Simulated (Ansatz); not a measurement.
# CH7InOSi: basis-set convergence

One table from this session's results is given with a row withheld; the runs are named, their logs left out.

The runs use Ansatz 0.2.0, Gaussian basis; one geometry, several basis sets.

Levels to be run: PBE0-D4/def2-SVP; ωB97M-V/def2-SVP; PBE0-D4/def2-QZVPP; ωB97M-V/def2-QZVPP; the functionals' def2-TZVPP values are taken from earlier runs.

## Structure used throughout

An earlier PBE0-D4 in a triple-zeta def2 set relaxation fixed the geometry. In takes the def2 core potential; no spin-orbit term is included.

SMILES `[OH][InH][CH2][SiH3]`, 11 atoms, charge 0, spin multiplicity 1.

Atoms are counted from 1 here; the program's logs count them from 0.

Bond lengths: O1–In2 1.994 Å, O1–H5 0.960 Å, In2–C3 2.154 Å, In2–H6 1.706 Å, C3–Si4 1.861 Å, C3–H7 1.095 Å, C3–H8 1.092 Å, Si4–H9 1.490 Å, Si4–H10 1.490 Å, Si4–H11 1.490 Å. Angles: In2–O1–H5 113.3°, O1–In2–C3 113.4°, O1–In2–H6 112.8°, C3–In2–H6 133.8°, In2–C3–Si4 112.6°, In2–C3–H7 106.6°, In2–C3–H8 108.9°, Si4–C3–H7 109.5°, Si4–C3–H8 111.3°, H7–C3–H8 107.7°, C3–Si4–H9 112.9°, C3–Si4–H10 109.9°, C3–Si4–H11 110.4°, H9–Si4–H10 107.9°, H9–Si4–H11 107.9°, H10–Si4–H11 107.7°.

Set-up of the first run:

in.yaml

```yaml
crystal:
  periodic: [false, false, false]
  atoms:
    - {symbol: O, position_ang: [-2.337026, 1.136443, 0.357412]}
    - {symbol: In, position_ang: [-0.843219, 0.469931, 1.497975]}
    - {symbol: C, position_ang: [0.519517, -0.827947, 0.450148]}
    - {symbol: Si, position_ang: [1.035476, -0.140568, -1.200656]}
    - {symbol: H, position_ang: [-2.279427, 0.841562, -0.554225]}
    - {symbol: H, position_ang: [-0.924393, 1.051271, 3.100063]}
    - {symbol: H, position_ang: [-0.003892, -1.778406, 0.302927]}
    - {symbol: H, position_ang: [1.385376, -1.020839, 1.087720]}
    - {symbol: H, position_ang: [1.981102, -1.032045, -1.928456]}
    - {symbol: H, position_ang: [-0.162575, 0.058948, -2.063719]}
    - {symbol: H, position_ang: [1.694360, 1.184551, -1.028687]}
basis:
  gaussian: {orbitals: def2-SVP}
hamiltonian: {xc: pbe0, dispersion: d4}
output: {orbitals: {seedname: orbitals}}
```

Steps of the session up to this table: PBE0-D4 in def2-SVP; ωB97M-V in def2-SVP; PBE0-D4 in def2-QZVPP; ωB97M-V in def2-QZVPP.

One table of the session follows, with a row left open; its other results are not shown here.

It belongs to the step «Functionals by basis». 

| functional | basis | HOMO (eV) |
| --- | --- | --- |
| PBE0-D4 | def2-SVP | -7.66 |
| PBE0-D4 | def2-TZVPP | -7.75 |
| PBE0-D4 | def2-QZVPP | -7.78 |
| ωB97M-V | def2-SVP | -9.80 |
| ωB97M-V | def2-TZVPP | ? |
| ωB97M-V | def2-QZVPP | -9.93 |

Estimate the missing values for ωB97M-V, def2-TZVPP.

As computed: HOMO (eV): -9.91. In the column «HOMO (eV)» it lies between ωB97M-V, def2-QZVPP (-9.93) and ωB97M-V, def2-SVP (-9.80).
